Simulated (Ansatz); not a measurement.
# Ti in Ansatz: reference runs

Reference runs on Ti: the cell as given.

All numbers are computed with Ansatz 0.2.0; they aren't measurements. Logs are shortened: lines on timing, memory, paths and dates and some standing lists are left out, and cuts for length are marked.

### 1 The cell of the first run

The cell holds a slab with vacuum, 7 atoms: a = 2.950 Å, b = 2.950 Å, c = 29.058 Å, α = 90.00°, β = 90.00°, γ = 120.00°.

### 2 Single point, PBE (the (0 0 1) slab of Ti, cut from the database cell, not relaxed)

The input, input.yaml:

```yaml
crystal:
  lattice:
    - [2.9499978604, 0.0, 0.0]
    - [-1.4749989302, 2.5547730882, 0.0]
    - [0.0, 0.0, 29.058]
  atoms:
    - { symbol: Ti, position: [0.6666666667, 0.3333333334, 0.2581044807] }
    - { symbol: Ti, position: [0.3333333333, 0.6666666666, 0.3387363205] }
    - { symbol: Ti, position: [0.6666666667, 0.3333333334, 0.4193681602] }
    - { symbol: Ti, position: [0.3333333333, 0.6666666666, 0.5] }
    - { symbol: Ti, position: [0.6666666667, 0.3333333334, 0.5806318398] }
    - { symbol: Ti, position: [0.3333333333, 0.6666666666, 0.6612636795] }
    - { symbol: Ti, position: [0.6666666667, 0.3333333334, 0.7418955193] }
hamiltonian:
  xc: pbe
  pseudopotentials: { kind: paw }
kpoints:
  mp_grid: { grid: [10, 10, 1] }
scf:
  occupations: { method: fermi_dirac, width: 0.05 }
output:
  forces: true
  eigenvalues: true
  write_density: true
  write_potential: true
  elf: true
  volumetric_format: npy
efield:
  axis: 3
  dipole_correction: true
  ramp_width: 0.04
```

Potentials or basis: Ansatz PAW.

The run is started by

```sh
> ansatz run input.yaml --threads 4 --pin off --max-ram 11264MiB --backend cpu --events-out ev --progress --plain --runs-dir out
```

The log of the run:

```text
Warning: RAYON_NUM_THREADS=4 ignored (pool sized by the plan → 4); use --threads N
Engine: ansatz 0.2.0, x86_64-unknown-linux-gnu
Pseudopotentials: kind: paw
Pseudopotential: Ti, paw, valence charge 12, recommended cutoff 420 eV (normal), Ti.paw.azcp
Functional definition: PBE
  parameter kappa = 0.804
  parameter beta = 0.06672455060314922
  exchange = pbe_x(kappa = kappa, mu = beta*pi^2/3)
  correlation = pbe_c(beta = beta)
Crystal: 7 atoms, lattice volume = 218.998 Å³
Basis set: ecut = 420 eV, 4201 PW (Γ), exchange–correlation on 40×40×400 points (8 copies of the dense FFT grid, shifted against one another)
Bands: 51, of which v1, the nominal top of the filled ones, is band 42 counted from 1 (41 counted from 0)
Symmetry: 6 space group operations
k-points: 14 of 100 (time reversal used)
Non-local potential: Ti, projectors of the file, l = 0: 3, l = 1: 2, l = 2: 3, l = 3: 1
PAW form: soft (Blöchl's): semilocal exchange-correlation on the pseudo side does not see the compensation charge
PAW one-centre angular grid: Ti, 590 points (default); XC on 64 Gauss nodes
Initial density: superposition of atomic densities (neutral atoms: chi_scale 0, normalization atom), corrected by the library's trained network
Initial wavefunctions: pseudopotential atomic-orbital guess
Functional: x = pbe(κ = 0.804, μ = 0.2195149727645171), c = pbe(β = 0.06672455060314922)
SCF iter   1: F=—  HF=-17495.768469 eV  |F-HF|=—  |Δ(HF+E_count)|=         —  Δρ=1.11e-2  dr2=5.84e0  ethr=1.77e-3  p=-0.000 e·Å  D=-6.14e-14 V/Å  ΔV_dip=0.00 eV  dr2_dipole=7.57e-6  V_vac-E_F(+/−)=4.14/4.14 eV  ⟨swp⟩=10.3  Hψ=3471  notcnv=0
efield: sawtooth ramp at fractional position 0.9800 (placed from the atoms, in the widest stretch of the axis that holds none; the zero of the levels goes with the place), width 0.0400; the density the first Hamiltonian is built on has a dipole p = -0.000 e·Å; the dipole correction subtracts the counter field D = -6.14e-14 V/Å, which shifts the + side's vacuum level by +0.00 eV against the − side's; the planar-averaged density in the ramp window peaks in size at 1.3e-4 e/Å³
preconditioner: auto → LDOS  [metal: Δε(μ)=0.020 eV  Ē_g=2.200 eV  σ=0.050 eV  W_gap=0.10  n_scr=20 (ndim 8)  ℏωp=13.3 eV  f_vac=0.386  D(μ)=12.04/eV (n_scr^D=142)  β→1.0]
SCF iter   2: F=—  HF=-17495.722895 eV  |F-HF|=—  |Δ(HF+E_count)|=   4.56e-2  Δρ=3.25e-3  dr2=1.30e-1  ethr=1.77e-3  p=-0.000 e·Å  D=-3.98e-6 V/Å  ΔV_dip=0.00 eV  dr2_dipole=3.42e-8  V_vac-E_F(+/−)=4.37/4.37 eV  ⟨swp⟩=1.4  Hψ=835  notcnv=0
SCF iter   3: F=—  HF=-17495.720471 eV  |F-HF|=—  |Δ(HF+E_count)|=   2.42e-3  Δρ=8.75e-4  dr2=4.96e-3  ethr=1.55e-4  p=-0.000 e·Å  D=-8.02e-6 V/Å  ΔV_dip=0.00 eV  dr2_dipole=4.84e-7  V_vac-E_F(+/−)=4.39/4.39 eV  ⟨swp⟩=2.4  Hψ=970  notcnv=0
SCF iter   4: F=—  HF=-17495.720285 eV  |F-HF|=—  |Δ(HF+E_count)|=   1.86e-4  Δρ=2.24e-4  dr2=1.69e-4  ethr=5.90e-6  p=-0.000 e·Å  D=-6.78e-6 V/Å  ΔV_dip=0.00 eV  dr2_dipole=2.50e-8  V_vac-E_F(+/−)=4.41/4.41 eV  ⟨swp⟩=2.1  Hψ=864  notcnv=0
SCF iter   5: F=—  HF=-17495.720345 eV  |F-HF|=—  |Δ(HF+E_count)|=   5.99e-5  Δρ=1.21e-4  dr2=5.51e-5  ethr=2.01e-7  p=-0.000 e·Å  D=-3.27e-6 V/Å  ΔV_dip=0.00 eV  dr2_dipole=3.42e-10  V_vac-E_F(+/−)=4.43/4.42 eV  ⟨swp⟩=2.6  Hψ=940  notcnv=0
SCF iter   6: F=—  HF=-17495.720301 eV  |F-HF|=—  |Δ(HF+E_count)|=   4.37e-5  Δρ=4.30e-5  dr2=8.08e-6  ethr=6.56e-8  p=-0.000 e·Å  D=-1.33e-6 V/Å  ΔV_dip=0.00 eV  dr2_dipole=6.36e-10  V_vac-E_F(+/−)=4.43/4.43 eV  ⟨swp⟩=2.0  Hψ=895  notcnv=0
SCF iter   7: F=—  HF=-17495.720303 eV  |F-HF|=—  |Δ(HF+E_count)|=   1.58e-6  Δρ=1.66e-5  dr2=1.97e-6  ethr=9.62e-9  p=-0.000 e·Å  D=-5.91e-7 V/Å  ΔV_dip=0.00 eV  dr2_dipole=2.73e-12  V_vac-E_F(+/−)=4.44/4.44 eV  ⟨swp⟩=2.0  Hψ=904  notcnv=0
SCF iter   8: F=—  HF=-17495.720303 eV  |F-HF|=—  |Δ(HF+E_count)|=   2.45e-7  Δρ=5.25e-6  dr2=1.05e-7  ethr=2.35e-9  p=-0.000 e·Å  D=-1.95e-7 V/Å  ΔV_dip=0.00 eV  dr2_dipole=4.56e-12  V_vac-E_F(+/−)=4.44/4.44 eV  ⟨swp⟩=1.9  Hψ=817  notcnv=0
SCF iter   9: F=-17495.720303 eV  HF=-17495.720303 eV  |F-HF|=7.32e-9  |Δ(HF+E_count)|=   4.40e-8  Δρ=1.45e-6  dr2=5.59e-9  ethr=1.19e-10  p=-0.000 e·Å  D=-8.61e-8 V/Å  ΔV_dip=0.00 eV  dr2_dipole=1.41e-14  V_vac-E_F(+/−)=4.44/4.44 eV  ⟨swp⟩=13.6  Hψ=4901  notcnv=0
SCF 1 converged in 9 iterations: F = -17495.720303 eV  dr2 = 5.59e-9
WARN: The output density's exchange-correlation potential varies sharply where the density is thin. Do not read a vacuum level from v_tot or v_xc, or from such a field of the output density. On a cell that repeats whose density bears no net charge and no dipole along the vacuum's axis use v_es (v_loc + v_h of the components); under efield.dipole_correction with no amplitude use v_es + v_field, which holds any external_charges[].barrier, or the levels of the report's work_function block, which leave it out; under a non-zero efield.amplitude the vacuum is tilted and has no level; on a cell that repeats and bears such a dipole with no correction it is tilted too, and efield.dipole_correction with no amplitude gives each side of its ramp a level where efield: is served; in a cell that repeats whose density bears a net charge (total_charge, or a fill off its count) it is curved and has none; of a slab under crystal.periodic whose density bears no net charge use v_es, which has a level on each side, short of where the two are joined; of another it falls or rises all the way out and has none; of a slab beside external_charges read slab_vacuum_level instead, which it has where they leave it neutral. The grid or the basis barely resolves most such structure, and the values can differ between equally converged runs; as a rule a tighter scf.convergence.dr2_threshold does not remove it. Where the density itself ripples (under the LDA too) a higher basis.ecutwfc lessens it. The files hold the spikes' plane waves up to the density's cutoff. Files: v_tot_of_output_density and the like, and their columns of v_z.tsv (output.write_potential); v_xc_of_output_density and the like, and their columns of v_comp_z.tsv (output.write_potential_components). Measured: with its Gaussian average of σ = 0.25 Å subtracted twice, the exchange-correlation potential is over 0.1 eV at 566 of the grid points where the equally averaged density (valence and model cores) is under 1e-3 e/Å³, and 1.38 eV at the most among them, at an averaged density of 1.3e-7 e/Å³. The input density's (outcome.potential() and, of a run that writes arrays, v_tot and v_xc) is over 0.1 eV, so measured, at 18 points of its own thin density, 0.123 eV at the most. See output.write_potential in the manual, Limitations
SCF converged after 9 iterations
Free energy (F): -17495.720303 eV
Harris-Foulkes:  -17495.720303 eV  (|F-HF|=7.32e-9)
Internal energy: -17495.626864 eV  (E = F + TS)
E sigma→0 (E₀):  -17495.673583 eV
Entropy (-TS):   -0.093439 eV (-13.348 meV/atom)
Fermi energy:    5.591118 eV
Dipole field:    D = 0.000000 V/Å  (p = 0.000000 e·Å, saw-weighted, corrected)
Work function:   Φ+ = 4.4363 eV   Φ− = 4.4363 eV
Levels:          The Fermi level and band energies are counted from a zero that moves with the ramp; work functions are not
--- Per-component energies (eV) ---
  E_band       = -1756.122772
  E_kinetic    = 1899.909272
  E_local      = -85021.737855  (includes V_loc(G=0)·N_el)
  E_nonlocal   = 58.196734
  E_hartree    = 41675.966765
  E_xc         = -678.448846
  E_vxc        = -848.365798  (∫ρ·V_xc dr)
  E_paw        = -7333.006457  (= ΣΔE_a)
  E_vpaw       = -1196.064554  (= ΣTr[D̂ρ^β])
  E_aug_tail   = 0.000835  (compensation charges beyond the density's cutoff)
  E_efield     = 0.000000  (sawtooth field / dipole correction)
  E_vefield    = 0.000000  (∫n·V_field dr)
  E_ewald      = 31903.492689
  E_smearing   = -0.093439  (= −TS)
  E_closure    = -0.000000  (closes the sum)
  Σ components = -17495.720303   (vs F -17495.720303, Δ=0.00e0)
--- Forces (eV/Å), atoms counted from 1 ---
  atom   1  Ti     0.00000000     0.00000000     0.62507416
  atom   2  Ti     0.00000000    -0.00000000    -0.60882721
  atom   3  Ti     0.00000000     0.00000000     0.08066069
  atom   4  Ti     0.00000000    -0.00000000    -0.00000005
  atom   5  Ti     0.00000000     0.00000000    -0.08066051
  atom   6  Ti     0.00000000    -0.00000000     0.60882634
  atom   7  Ti     0.00000000     0.00000000    -0.62507332
  max |Σ_I F_I| component: 9.19e-8 eV/Å
--- Band table (eV; the first three rows and the last of 14) ---
  k-point 0: bands = ["-51.3526", "-51.3526", "-51.2290", "-51.1831", "-51.1606", "-51.1186", "-51.1071", "-27.8185", "-27.7902", "-27.7172", "-27.5608", "-27.4097", "-27.3245", "-27.3245", "-27.3245", "-27.3245", "-27.2514", "-27.2037", "-27.2037", "-27.1741", "-27.1693", "-27.1693", "-27.1549", "-27.1549", "-27.1221", "-27.1221", "-27.1127", "-27.1127", "-0.4039", "0.0151", "0.6171", "1.3482", "2.0740", "2.6384", "2.8997", "5.4668", "5.5236", "5.6960", "5.8493", "5.9945", "6.1759", "6.2360", "6.2442", "6.2442", "6.2644", "6.2644", "6.3381", "6.3381", "6.3556", "6.3556", "6.3991"]
  k-point 1: bands = ["-51.3458", "-51.3458", "-51.2204", "-51.1755", "-51.1543", "-51.1137", "-51.1029", "-27.8012", "-27.7777", "-27.7090", "-27.5616", "-27.4258", "-27.3701", "-27.3599", "-27.3349", "-27.3349", "-27.2672", "-27.2427", "-27.2167", "-27.2107", "-27.1827", "-27.1813", "-27.1810", "-27.1646", "-27.1510", "-27.1503", "-27.1297", "-27.1191", "-0.1318", "0.2795", "0.8714", "1.5933", "2.3153", "2.8757", "3.1234", "5.3420", "5.3923", "5.5411", "5.6539", "5.8156", "5.8713", "5.9847", "6.0299", "6.0985", "6.1889", "6.3217", "6.3924", "6.4043", "6.4115", "6.4972", "6.5305"]
  k-point 2: bands = ["-51.3278", "-51.3278", "-51.1975", "-51.1552", "-51.1378", "-51.1012", "-51.0925", "-27.7562", "-27.7461", "-27.6884", "-27.5765", "-27.5058", "-27.4792", "-27.4299", "-27.3622", "-27.3622", "-27.3549", "-27.3284", "-27.3052", "-27.2609", "-27.2500", "-27.2368", "-27.2108", "-27.2033", "-27.1898", "-27.1870", "-27.1502", "-27.1368", "0.6320", "1.0126", "1.5611", "2.2361", "2.9268", "3.4674", "3.6626", "4.8713", "4.9225", "5.1576", "5.2474", "5.4186", "5.4590", "5.6294", "5.7067", "5.9071", "6.0197", "6.2660", "6.2864", "6.4401", "6.5534", "6.6833", "6.6894"]
  k-point 13: bands = ["-51.2728", "-51.2728", "-51.1205", "-51.0835", "-51.0828", "-51.0721", "-51.0720", "-27.6948", "-27.6930", "-27.6764", "-27.6706", "-27.6275", "-27.6138", "-27.6088", "-27.5934", "-27.5515", "-27.5075", "-27.4946", "-27.4692", "-27.4484", "-27.4236", "-27.3966", "-27.3647", "-27.3475", "-27.3018", "-27.2843", "-27.2505", "-27.2472", "3.9892", "4.0514", "4.0575", "4.0951", "4.1454", "4.1479", "4.3150", "4.4306", "4.4340", "4.6429", "4.6455", "4.9483", "4.9904", "5.3335", "5.4462", "5.5456", "5.6587", "5.7130", "5.7241", "5.7820", "5.9560", "5.9880", "6.9941"]
```

Wall time 3 s (4 threads of INTEL XEON PLATINUM 8581C at 2.30GHz (Emerald Rapids), shared host); peak memory 0.66 GiB.

Results:

- Free energy: -17495.7203 eV
- Largest force: 0.625 eV/Å
- Band gap on the k mesh: none (metal or under the smearing width)
- Work function of the upper face: 4.44 eV
- Work function of the lower face: 4.44 eV
- Dipole across the slab: 0.000 e·Å

Forces on the atoms (eV/Å):
```
Ti   0.000  0.000  0.625
Ti   0.000  0.000 -0.609
Ti   0.000  0.000  0.081
Ti   0.000  0.000  0.000
Ti   0.000  0.000 -0.081
Ti   0.000  0.000  0.609
Ti   0.000  0.000 -0.625
```

Levels at points of the mesh, in eV from the Fermi level:
```tsv
k point	band 40	band 41	band 42	band 43	band 44	band 45
(0.00, 0.00, 0.00)	0.40	0.58	0.64	0.65	0.65	0.67
(0.00, -0.50, 0.00)	-0.85	-0.75	0.17	0.30	0.60	0.86
```
